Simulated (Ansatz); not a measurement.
A first try at a frozen displacement of one atom of BiTe, space group Fm-3m, using the Python package of Ansatz (0.2.0).

`bite_push.py`:
```python
import ansatz as az
import numpy as np

config = {
    "functional": "PBE",
    "occupations": "fermi_dirac",
    "sigma": 0.1,
}

system = (
    az.Lattice.of([0.0, 3.235, 3.235], [3.235, 0.0, 3.235], [3.235, 3.235, 0.0])
    .atom("Bi", [0.0, 0.0, 0.0])
    .atom("Te", [0.5, 0.5, 0.5])
)

inverse = np.linalg.inv(np.array(system.lattice.vectors))
home = np.array(system.sites[0].position)
values = np.linspace(-0.2, 0.2, 5)
energies, pulls = [], []
for shift in values:
    moved = system.move(0, to=home + shift * inverse[2])
    setup = (
        moved.calculation()
        .functional(config["functional"])
        .pseudopotentials("paw")
        .basis(35 * az.Ry)
        .k_points(6, center="gamma")
        .occupations(config["occupations"], width=config["sigma"])
        .forces()
    )
    data = setup.run(threads=1).report
    energies.append(data["free_energy_ev"])
    pulls.append(data["forces_ev_ang"][0][2])

print("shift (A)   dE (eV)   force along z (eV/A)")
for shift, e, f in zip(values, energies, pulls):
    print(f"{shift:8.3f} {e - energies[2]:10.5f} {f:12.4f}")
print(f"stiffness from energies {2 * np.polyfit(values, energies, 2)[0]:.3f}, from forces {-np.polyfit(values, pulls, 1)[0]:.3f} eV/A^2")
```

```console
$ python bite_push.py
Traceback (most recent call last):
  File "bite_push.py", line 27, in <module>
    .k_points(6, center="gamma")
     ^^^^^^^^
AttributeError: 'Calculation' object has no attribute 'k_points'. Did you mean: 'kpoints'?
```

Why does it end like this?

The fault: the chain has no step of that name. The change:

```diff
--- before
+++ after
@@ -26,3 +26,3 @@
         .basis(35 * az.Ry)
-        .k_points(6, center="gamma")
+        .kpoints(6, center="gamma")
         .occupations(config["occupations"], width=config["sigma"])
```

With that change:

`python bite_push.py` gives:
```text
shift (A)   dE (eV)   force along z (eV/A)
  -0.200    0.05887       0.5888
  -0.100    0.01481       0.2948
   0.000    0.00000      -0.0000
   0.100    0.01481      -0.2948
   0.200    0.05887      -0.5888
stiffness from energies 2.941, from forces 2.945 eV/A^2
```

Notes:
- For a metal this k-point mesh is coarse: on a finer one energies can move by several to tens of meV an atom and pressures by half a GPa or more, differences at one mesh by less.
- In a metal a curvature from energy changes of a few meV or less hangs on mesh and smearing, in size and even in sign.
- Spin-orbit coupling, which matters for elements this heavy, is left out.
- The structure is a deposited one; some such entries were measured under pressure or heat, so a shift against it needn't be the functional's error alone.
- All periodic images of the atom move with it, so the curvature is one diagonal element of the zone-centre force constants and no normal mode; a positive value doesn't exclude soft modes in which several atoms move.
- Timing: 16 s on 1 thread of Arm Neoverse V2, on a shared host, peak memory 0.45 GiB.

(Lines on the test bed's own set-up are left out of the output.)
